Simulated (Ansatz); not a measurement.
# F₂GaH₄NSi: basis-set convergence

One table from this session's results is given with a row withheld; the runs are named, their logs left out.

The runs use Ansatz 0.2.0, Gaussian basis; one geometry, several basis sets.

Levels to be run: PBE0-D4/def2-SVP; ωB97M-V/def2-SVP; PBE0-D4/def2-QZVPP; ωB97M-V/def2-QZVPP; the functionals' def2-TZVPP values are taken from earlier runs.

**Structure used throughout**

An earlier PBE0-D4 in a triple-zeta def2 set relaxation fixed the geometry.

SMILES `[NH2][Ga]([F])[SiH2]F`, 9 atoms, charge 0, spin multiplicity 1.

Atoms are counted from 1 here; the program's logs count them from 0.

Bond lengths: N1–Ga2 1.802 Å, N1–H6 1.005 Å, N1–H7 1.006 Å, Ga2–F3 1.766 Å, Ga2–Si4 2.397 Å, Si4–F5 1.608 Å, Si4–H8 1.485 Å, Si4–H9 1.485 Å. Angles: Ga2–N1–H6 124.4°, Ga2–N1–H7 122.8°, H6–N1–H7 112.8°, N1–Ga2–F3 111.9°, N1–Ga2–Si4 130.8°, F3–Ga2–Si4 117.3°, Ga2–Si4–F5 108.8°, Ga2–Si4–H8 111.5°, Ga2–Si4–H9 111.6°, F5–Si4–H8 107.9°, F5–Si4–H9 107.9°, H8–Si4–H9 109.0°.

The first run:

in.yaml reads:

```yaml
crystal:
  periodic: [false, false, false]
  atoms:
    - {symbol: N, position_ang: [1.489759, 0.659876, -1.328192]}
    - {symbol: Ga, position_ang: [0.622111, -0.451500, -0.205792]}
    - {symbol: F, position_ang: [1.459109, -1.997086, -0.032451]}
    - {symbol: Si, position_ang: [-1.407407, -0.155447, 1.035004]}
    - {symbol: F, position_ang: [-1.994768, 1.309095, 0.726592]}
    - {symbol: H, position_ang: [1.179151, 1.586762, -1.561437]}
    - {symbol: H, position_ang: [2.347908, 0.408566, -1.789602]}
    - {symbol: H, position_ang: [-2.435283, -1.152112, 0.641204]}
    - {symbol: H, position_ang: [-1.171882, -0.254455, 2.497776]}
basis:
  gaussian: {orbitals: def2-SVP}
hamiltonian: {xc: pbe0, dispersion: d4}
output: {orbitals: {seedname: orbitals}}
```

Launch:

```bash
$ ansatz run in.yaml --threads 4 --pin off --events-out ev --progress --plain --max-ram 10444MiB
```

Among the steps run: PBE0-D4 in def2-SVP; ωB97M-V in def2-SVP; PBE0-D4 in def2-QZVPP; ωB97M-V in def2-QZVPP.

One table of the session follows, with a row left open; its other results are not shown here.

It belongs to the step «Density functionals: the series». 

| functional | basis | HOMO (eV) |
| --- | --- | --- |
| PBE0-D4 | def2-SVP | -7.60 |
| PBE0-D4 | def2-TZVPP | -7.76 |
| PBE0-D4 | def2-QZVPP | -7.81 |
| ωB97M-V | def2-SVP | ? |
| ωB97M-V | def2-TZVPP | -10.14 |
| ωB97M-V | def2-QZVPP | -10.20 |

**Question.** Estimate the row for ωB97M-V, def2-SVP.

**Answer.** HOMO (eV): -9.97. In the column «HOMO (eV)» it lies between ωB97M-V, def2-TZVPP (-10.14) and PBE0-D4, def2-QZVPP (-7.81).
